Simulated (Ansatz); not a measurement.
# Al₂F₂H₄S₂: basis-set convergence

How large a basis does Al₂F₂H₄S₂ need? Two functionals are run in growing sets.

The runs use Ansatz 0.2.0, Gaussian basis; one geometry, several basis sets.

Levels to be run: PBE0-D4/def2-SVP; ωB97M-V/def2-SVP; PBE0-D4/def2-QZVPP; ωB97M-V/def2-QZVPP; the functionals' def2-TZVPP values are taken from earlier runs.

## (1) The geometry

All runs share one geometry, relaxed beforehand with PBE0-D4 in a triple-zeta def2 set.

SMILES `[F][Al@H-]1[SH+][Al@@H-]([F])[SH+]1`, 10 atoms, charge 0, spin multiplicity 1.

Atoms are counted from 1 here; the program's logs count them from 0.

Bond lengths: F1–Al2 1.657 Å, Al2–S3 2.360 Å, Al2–S6 2.360 Å, Al2–H7 1.570 Å, S3–Al4 2.360 Å, S3–H8 1.347 Å, Al4–F5 1.657 Å, Al4–S6 2.360 Å, Al4–H9 1.570 Å, S6–H10 1.347 Å. Angles: F1–Al2–S3 105.7°, F1–Al2–S6 105.7°, F1–Al2–H7 124.1°, S3–Al2–S6 96.1°, S3–Al2–H7 110.8°, S6–Al2–H7 110.8°, Al2–S3–Al4 83.7°, Al2–S3–H8 92.5°, Al4–S3–H8 92.5°, S3–Al4–F5 105.7°, S3–Al4–S6 96.1°, S3–Al4–H9 110.8°, F5–Al4–S6 105.7°, F5–Al4–H9 124.1°, S6–Al4–H9 110.8°, Al2–S6–Al4 83.7°, Al2–S6–H10 92.5°, Al4–S6–H10 92.5°.

## (2) PBE0-D4 in def2-SVP

in.yaml reads:

```yaml
crystal:
  periodic: [false, false, false]
  atoms:
    - {symbol: F, position_ang: [0.965787, -0.758741, -2.304153]}
    - {symbol: Al, position_ang: [1.378230, -0.416140, -0.735823]}
    - {symbol: S, position_ang: [-0.111496, -1.663705, 0.603659]}
    - {symbol: Al, position_ang: [-0.925438, 0.463099, 1.223552]}
    - {symbol: F, position_ang: [-2.463776, 0.550278, 0.612753]}
    - {symbol: S, position_ang: [0.425516, 1.692344, -0.270867]}
    - {symbol: H, position_ang: [2.840473, -0.503265, -0.171198]}
    - {symbol: H, position_ang: [-1.006670, -1.779794, -0.396611]}
    - {symbol: H, position_ang: [-0.549659, 0.790804, 2.712161]}
    - {symbol: H, position_ang: [-0.469968, 1.573920, -1.270573]}
basis:
  gaussian: {orbitals: def2-SVP}
hamiltonian: {xc: pbe0, dispersion: d4}
output: {orbitals: {seedname: orbitals}}
```

Command:

```console
ansatz run in.yaml --threads 4 --pin off --events-out ev --progress --plain --max-ram 10444MiB
```

Further steps of the session: ωB97M-V in def2-SVP; PBE0-D4 in def2-QZVPP; ωB97M-V in def2-QZVPP.

Before running them: what should the planned runs give, taken together? Wanted: PBE0-D4: double and triple zeta above quadruple; ωB97M-V: double and triple zeta above quadruple.

The runs gave:

```
                                       quantity           value
PBE0-D4: double and triple zeta above quadruple  20.49, 1.39 eV
ωB97M-V: double and triple zeta above quadruple  20.43, 1.31 eV
```

**Reading.** For PBE0-D4 the step from double to triple zeta gains 19.11 eV and the next only 1.39 eV. These are total energies; as a rule much of such shifts cancels in differences, which this series doesn't test. The LUMO of ωB97M-V is positive and keeps falling with the basis (1.10 to 0.47 eV): an unbound level that the basis holds in place.
